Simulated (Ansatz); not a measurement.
Molecular dynamics of Be

Input:

```yaml
accuracy: low
crystal:
  lattice:
    - [7.197627, 0.0, 0.0]
    - [-3.598814, 6.233328, 0.0]
    - [0.0, 0.0, 7.519121]
  atoms:
    - { symbol: Be, position: [0.0, 0.0, 0.0] }
    - { symbol: Be, position: [0.1111111, 0.2222222, 0.25] }
    - { symbol: Be, position: [0.0, 0.0, 0.5] }
    - { symbol: Be, position: [0.1111111, 0.2222222, 0.75] }
    - { symbol: Be, position: [0.0, 0.3333333, 0.0] }
    - { symbol: Be, position: [0.1111111, 0.5555556, 0.25] }
    - { symbol: Be, position: [0.0, 0.3333333, 0.5] }
    - { symbol: Be, position: [0.1111111, 0.5555556, 0.75] }
    - { symbol: Be, position: [0.0, 0.6666667, 0.0] }
    - { symbol: Be, position: [0.1111111, 0.8888889, 0.25] }
    - { symbol: Be, position: [0.0, 0.6666667, 0.5] }
    - { symbol: Be, position: [0.1111111, 0.8888889, 0.75] }
    - { symbol: Be, position: [0.3333333, 0.0, 0.0] }
    - { symbol: Be, position: [0.4444444, 0.2222222, 0.25] }
    - { symbol: Be, position: [0.3333333, 0.0, 0.5] }
    - { symbol: Be, position: [0.4444444, 0.2222222, 0.75] }
    - { symbol: Be, position: [0.3333333, 0.3333333, 0.0] }
    - { symbol: Be, position: [0.4444444, 0.5555556, 0.25] }
    - { symbol: Be, position: [0.3333333, 0.3333333, 0.5] }
    - { symbol: Be, position: [0.4444444, 0.5555556, 0.75] }
    - { symbol: Be, position: [0.3333333, 0.6666667, 0.0] }
    - { symbol: Be, position: [0.4444444, 0.8888889, 0.25] }
    - { symbol: Be, position: [0.3333333, 0.6666667, 0.5] }
    - { symbol: Be, position: [0.4444444, 0.8888889, 0.75] }
    - { symbol: Be, position: [0.6666667, 0.0, 0.0] }
    - { symbol: Be, position: [0.7777778, 0.2222222, 0.25] }
    - { symbol: Be, position: [0.6666667, 0.0, 0.5] }
    - { symbol: Be, position: [0.7777778, 0.2222222, 0.75] }
    - { symbol: Be, position: [0.6666667, 0.3333333, 0.0] }
    - { symbol: Be, position: [0.7777778, 0.5555556, 0.25] }
    - { symbol: Be, position: [0.6666667, 0.3333333, 0.5] }
    - { symbol: Be, position: [0.7777778, 0.5555556, 0.75] }
    - { symbol: Be, position: [0.6666667, 0.6666667, 0.0] }
    - { symbol: Be, position: [0.7777778, 0.8888889, 0.25] }
    - { symbol: Be, position: [0.6666667, 0.6666667, 0.5] }
    - { symbol: Be, position: [0.7777778, 0.8888889, 0.75] }
basis:
  ecutwfc: 500.0
kpoints:
  mp_grid: { grid: [2, 2, 2] }
hamiltonian:
  xc: r2scan
scf:
  occupations: { method: fermi_dirac, width: 0.3 }
  lower_state_search: "off"
md:
  timestep: 0.75
  n_steps: 100
  ensemble: nvt_langevin
  temperature: 3500.0
  initial_velocities: maxwell_boltzmann
  seed: 538662
  friction: 0.02
```

Launched with:

```bash
$ ansatz run input.yaml --threads 2 --pin off --max-ram 5120MiB --backend cpu --events-out ev --progress --plain --runs-dir out
```

It starts from a structure without forces on its atoms.

Output, in part (step lines):

```
md step     0: t =     0.00 fs  T =  3402.8 K  F+E_penalty+E_count = -3356.72376467 eV  E_kin = 15.834350 eV  (8 SCF iters)
md step     1: t =     0.75 fs  T =  3423.8 K  F+E_penalty+E_count = -3356.66757755 eV  E_kin = 15.932344 eV  (6 SCF iters)
md step     2: t =     1.50 fs  T =  3300.6 K  F+E_penalty+E_count = -3356.50093051 eV  E_kin = 15.358835 eV  (6 SCF iters)
md step     3: t =     2.25 fs  T =  3251.3 K  F+E_penalty+E_count = -3356.23010462 eV  E_kin = 15.129565 eV  (6 SCF iters)
md step     4: t =     3.00 fs  T =  3066.3 K  F+E_penalty+E_count = -3355.85953226 eV  E_kin = 14.268789 eV  (6 SCF iters)
md step     5: t =     3.75 fs  T =  3099.7 K  F+E_penalty+E_count = -3355.38942347 eV  E_kin = 14.424105 eV  (5 SCF iters)
md step     6: t =     4.50 fs  T =  2862.9 K  F+E_penalty+E_count = -3354.82729566 eV  E_kin = 13.321891 eV  (5 SCF iters)
md step     7: t =     5.25 fs  T =  2673.2 K  F+E_penalty+E_count = -3354.20129468 eV  E_kin = 12.439557 eV  (5 SCF iters)
[... lines left out ...]
```

The steps, from the saved trajectory:

```json
{"time (fs)": "0.0", "T (K)": "3403", "potential energy less start (eV)": "0.000"}
{"time (fs)": "2.2", "T (K)": "3251", "potential energy less start (eV)": "0.494"}
{"time (fs)": "4.5", "T (K)": "2863", "potential energy less start (eV)": "1.896"}
{"time (fs)": "6.8", "T (K)": "2459", "potential energy less start (eV)": "3.920"}
{"time (fs)": "9.0", "T (K)": "2058", "potential energy less start (eV)": "6.232"}
{"time (fs)": "11.2", "T (K)": "1796", "potential energy less start (eV)": "8.528"}
{"time (fs)": "13.5", "T (K)": "1593", "potential energy less start (eV)": "10.524"}
{"time (fs)": "15.8", "T (K)": "1374", "potential energy less start (eV)": "11.783"}
{"time (fs)": "18.0", "T (K)": "1430", "potential energy less start (eV)": "12.122"}
{"time (fs)": "20.2", "T (K)": "1669", "potential energy less start (eV)": "11.598"}
{"time (fs)": "22.5", "T (K)": "2255", "potential energy less start (eV)": "10.936"}
{"time (fs)": "24.8", "T (K)": "2388", "potential energy less start (eV)": "10.676"}
{"time (fs)": "27.0", "T (K)": "2431", "potential energy less start (eV)": "10.999"}
{"time (fs)": "29.2", "T (K)": "2198", "potential energy less start (eV)": "11.714"}
{"time (fs)": "31.5", "T (K)": "2304", "potential energy less start (eV)": "12.445"}
{"time (fs)": "33.8", "T (K)": "2342", "potential energy less start (eV)": "13.135"}
{"time (fs)": "36.0", "T (K)": "2445", "potential energy less start (eV)": "13.484"}
{"time (fs)": "38.2", "T (K)": "2399", "potential energy less start (eV)": "13.523"}
{"time (fs)": "40.5", "T (K)": "2477", "potential energy less start (eV)": "13.597"}
{"time (fs)": "42.8", "T (K)": "2554", "potential energy less start (eV)": "13.382"}
{"time (fs)": "45.0", "T (K)": "3071", "potential energy less start (eV)": "12.867"}
{"time (fs)": "47.2", "T (K)": "2905", "potential energy less start (eV)": "12.712"}
{"time (fs)": "49.5", "T (K)": "3198", "potential energy less start (eV)": "12.961"}
{"time (fs)": "51.8", "T (K)": "3068", "potential energy less start (eV)": "13.427"}
{"time (fs)": "54.0", "T (K)": "3254", "potential energy less start (eV)": "13.826"}
{"time (fs)": "56.2", "T (K)": "3032", "potential energy less start (eV)": "14.244"}
{"time (fs)": "58.5", "T (K)": "3188", "potential energy less start (eV)": "14.547"}
{"time (fs)": "60.8", "T (K)": "3322", "potential energy less start (eV)": "14.743"}
{"time (fs)": "63.0", "T (K)": "3166", "potential energy less start (eV)": "15.066"}
{"time (fs)": "65.2", "T (K)": "3163", "potential energy less start (eV)": "15.326"}
{"time (fs)": "67.5", "T (K)": "3379", "potential energy less start (eV)": "15.693"}
{"time (fs)": "69.8", "T (K)": "3270", "potential energy less start (eV)": "16.307"}
{"time (fs)": "72.0", "T (K)": "3254", "potential energy less start (eV)": "17.015"}
{"time (fs)": "74.2", "T (K)": "2925", "potential energy less start (eV)": "17.884"}
```

The run went to its last step. The mean temperature of the second half is 13 % below the set value. A run of 0.075 ps of so small a system gives no equilibrium averages. Limits of this set-up: coarse k mesh, low accuracy level.

Mean squared displacements from the first frame to the last, about the centre of mass: Be 0.35 Å².

Last frame:

```xyz
36
Lattice="7.1976 0.0000 0.0000 -3.5988 6.2333 0.0000 0.0000 0.0000 7.5191" Properties=species:S:1:pos:R:3
Be -0.065 -0.230 -0.220
Be -0.488 1.466 2.486
Be 0.465 -0.054 3.647
Be -0.501 1.127 5.117
Be -2.409 2.300 0.100
Be -1.365 4.311 2.126
Be -1.253 2.686 3.629
Be -1.617 3.357 5.971
Be -2.274 4.852 0.270
Be -2.608 6.250 1.919
Be -2.747 4.082 3.744
Be -2.327 5.349 5.422
Be 1.946 0.003 0.267
Be 2.739 1.841 1.857
Be 2.818 0.153 3.629
Be 2.443 1.062 5.586
Be 0.923 1.885 0.647
Be 0.557 3.219 2.138
Be 1.354 2.084 3.644
Be 0.391 3.677 6.170
Be -0.210 4.571 0.578
Be 0.328 5.282 2.454
Be -0.062 4.528 4.110
Be -0.156 5.460 6.066
Be 5.199 0.134 0.772
Be 4.600 1.583 1.935
Be 4.941 0.737 4.013
Be 4.550 1.590 5.723
Be 3.342 1.122 -0.338
Be 3.661 3.631 1.542
Be 3.448 2.249 3.688
Be 3.602 3.826 5.676
Be 2.396 4.351 -0.041
Be 2.563 5.399 1.905
Be 2.253 4.376 3.435
Be 1.735 5.791 5.454
```

The run took 10 min on 2 CPU threads of a shared host.
